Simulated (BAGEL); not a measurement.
**CH2AlNO (SMILES O=C=[N][AlH2]) at HF/STO-3G (density fitting with qzvpp-jkfit)**

What is the vertical ionisation energy of CH2AlNO at HF/STO-3G (density fitting with qzvpp-jkfit)? 

Program for the calculation: BAGEL 1.2.2.

5 further runs of the same task are left out: 5 that didn't finish.

### 1 The structure to begin with

CH2AlNO has 6 atoms, charge 0, and is taken as a singlet. As SMILES, `O=C=[N][AlH2]`. Geometry: relaxed at PBE0-D4/def2-TZVP.

Bond lengths: O1–C2 1.166 Å, C2–N3 1.196 Å, N3–Al4 1.770 Å, Al4–H5 1.575 Å, Al4–H6 1.575 Å. Angles: O1–C2–N3 180.0°, C2–N3–Al4 179.7°, N3–Al4–H5 117.5°, N3–Al4–H6 117.5°, H5–Al4–H6 125.0°.

### 2 A single-point energy at HF/STO-3G (density fitting with qzvpp-jkfit)

File input.json:

```json
{ "bagel": [

{
  "title": "molecule",
  "basis": "sto-3g",
  "df_basis": "qzvpp-jkfit",
  "angstrom": true,
  "geometry": [
    { "atom": "O", "xyz": [    1.702300,   -2.146700,    0.966300 ] },
    { "atom": "C", "xyz": [    1.019700,   -1.287700,    0.572500 ] },
    { "atom": "N", "xyz": [    0.319600,   -0.406900,    0.168300 ] },
    { "atom": "Al", "xyz": [   -0.716100,    0.900800,   -0.422500 ] },
    { "atom": "H", "xyz": [   -1.263800,    0.785800,   -1.894800 ] },
    { "atom": "H", "xyz": [   -1.019700,    2.090500,    0.564100 ] }
  ]
},
{
  "title": "hf"
},
{
  "title": "print",
  "file": "orbitals.molden",
  "orbitals": true
}

]}
```

Run with:

```bash
$ BAGEL_NUM_THREADS=1 BAGEL input.json > input.out
```

The log of the run:

```text
* using 1 threads per process

  ===============================================================
  ===============================================================

  *** Geometry ***

  { "atom" : "O", "xyz" : [      3.216881,     -4.056675,      1.826042 ] },
  { "atom" : "C", "xyz" : [      1.926954,     -2.433400,      1.081868 ] },
  { "atom" : "N", "xyz" : [      0.603956,     -0.768930,      0.318041 ] },
  { "atom" : "Al", "xyz" : [     -1.353233,      1.702265,     -0.798409 ] },
  { "atom" : "H", "xyz" : [     -2.388236,      1.484947,     -3.580653 ] },
  { "atom" : "H", "xyz" : [     -1.926954,      3.950472,      1.065995 ] },

  Number of auxiliary basis functions:      393

  Since a DF basis is specified, we compute 2- and 3-index integrals:
    o Being stored without compression. Storage requirement is 0.002 GB

  Number of basis functions:       26
  Number of electrons      :       36

    * METHOD: MOLECULE                             0.15

  *** RHF ***

  === Nuclear Repulsion ===
   122.1804583699

      * DIIS with orbital gradients will be used.

  === RHF iteration (sto-3g) ===
      0       -405.06916733          0.02356764           0.01
      1       -405.15120588          0.01148232           0.01
      2       -405.17059341          0.00164861           0.01
      3       -405.17111173          0.00093571           0.02
      4       -405.17128936          0.00014161           0.01
      5       -405.17129749          0.00005949           0.02
      6       -405.17130063          0.00002719           0.02
      7       -405.17130145          0.00000675           0.01
      8       -405.17130149          0.00000197           0.01
      9       -405.17130149          0.00000069           0.01
     10       -405.17130149          0.00000030           0.01
     11       -405.17130149          0.00000009           0.01
     12       -405.17130149          0.00000003           0.01
     13       -405.17130149          0.00000001           0.02
     14       -405.17130149          0.00000001           0.02
    * SCF iteration converged.

    * Permanent dipole moment:
           (    0.686894,    -0.866544,     0.393133) a.u.

    * METHOD: HF                                   0.28

    * METHOD: PRINT                                0.00

  ===============================================================
```

Run time: 0.6 s. Hardware: 1 thread of Intel Xeon Platinum 8375C at 2.90GHz (Ice Lake), shared host; peak memory 0.08 GiB.

### 3 The doublet cation, same level

File calc.json:

```json
{ "bagel" : [

{
  "title" : "molecule",
  "basis" : "sto-3g",
  "df_basis" : "qzvpp-jkfit",
  "angstrom" : true,
  "geometry" : [
    { "atom" : "O", "xyz" : [    1.702300,   -2.146700,    0.966300 ] },
    { "atom" : "C", "xyz" : [    1.019700,   -1.287700,    0.572500 ] },
    { "atom" : "N", "xyz" : [    0.319600,   -0.406900,    0.168300 ] },
    { "atom" : "Al", "xyz" : [   -0.716100,    0.900800,   -0.422500 ] },
    { "atom" : "H", "xyz" : [   -1.263800,    0.785800,   -1.894800 ] },
    { "atom" : "H", "xyz" : [   -1.019700,    2.090500,    0.564100 ] }
  ]
},
{ "title" : "uhf", "charge" : 1, "nopen" : 1 },
{ "title" : "print", "file" : "orbitals.molden", "orbitals" : true }

]}
```

Run with:

```bash
$ BAGEL_NUM_THREADS=1 BAGEL calc.json > calc.out
```

The log of the run:

```text
* using 1 threads per process

  ===============================================================
  ===============================================================

  *** Geometry ***

  { "atom" : "O", "xyz" : [      3.216881,     -4.056675,      1.826042 ] },
  { "atom" : "C", "xyz" : [      1.926954,     -2.433400,      1.081868 ] },
  { "atom" : "N", "xyz" : [      0.603956,     -0.768930,      0.318041 ] },
  { "atom" : "Al", "xyz" : [     -1.353233,      1.702265,     -0.798409 ] },
  { "atom" : "H", "xyz" : [     -2.388236,      1.484947,     -3.580653 ] },
  { "atom" : "H", "xyz" : [     -1.926954,      3.950472,      1.065995 ] },

  Number of auxiliary basis functions:      393

  Since a DF basis is specified, we compute 2- and 3-index integrals:
    o Being stored without compression. Storage requirement is 0.002 GB

  Number of basis functions:       26
  Number of electrons      :       36

    * METHOD: MOLECULE                             0.15

  *** Open-shell HF ***

  === Nuclear Repulsion ===
   122.1804583699

      * DIIS with orbital gradients will be used.

  === UHF iteration (sto-3g) ===
      0       -404.78517415          0.04678553           0.03
      1       -404.86936089          0.03617959           0.03
      2       -404.90531373          0.02556767           0.03
      3       -404.93889701          0.00502346           0.03
      4       -404.94805789          0.00354888           0.03
      5       -404.95604954          0.00189198           0.03
      6       -404.95775386          0.00131034           0.03
      7       -404.95895383          0.00039974           0.03
      8       -404.95899917          0.00021101           0.03
      9       -404.95901572          0.00004583           0.03
     10       -404.95901848          0.00001746           0.03
     11       -404.95902048          0.00000850           0.03
     12       -404.95902120          0.00000608           0.03
     13       -404.95902168          0.00000258           0.03
     14       -404.95902168          0.00000099           0.03
     15       -404.95902168          0.00000047           0.03
     16       -404.95902169          0.00000023           0.03
     17       -404.95902169          0.00000009           0.03
     18       -404.95902169          0.00000003           0.03
     19       -404.95902169          0.00000002           0.03
     20       -404.95902169          0.00000001           0.03
    * SCF iteration converged.

    * S^2 (UHF) is 0.9423

    * Permanent dipole moment:
           (   -0.036179,     0.045627,    -0.020614) a.u.

    * METHOD: UHF                                  0.76

    * METHOD: PRINT                                0.00

  ===============================================================
```

Run time: 1.1 s. Hardware: 1 thread of Intel Xeon Platinum 8375C at 2.90GHz (Ice Lake), shared host; peak memory 0.08 GiB.

### 4 Summary of results

Level: HF/STO-3G (density fitting with qzvpp-jkfit).

| quantity | value |
| --- | --- |
| singlet CH2AlNO: total energy | -405.17130 Eh |
| singlet CH2AlNO: dipole moment | 2.98 D |
| singlet CH2AlNO: HOMO energy | -7.54 eV |
| singlet CH2AlNO: LUMO energy | 7.72 eV |
| singlet CH2AlNO: HOMO–LUMO gap | 15.26 eV |
| doublet cation: total energy | -404.95902 Eh |
| doublet cation: ⟨S²⟩ | 0.942 |
| vertical ionisation energy (to the doublet cation) | 5.776 eV |

**Reading.** Removing an electron at fixed nuclei costs 5.78 eV (133 kcal/mol). −ε(HOMO) before ionisation, 7.54 eV, is 1.76 eV above this ionisation energy. In a minimal basis such a difference can be off by several eV, whatever the method. ⟨S²⟩ (doublet cation) is 0.94 where a pure doublet has 0.75: the reference is spin-contaminated.
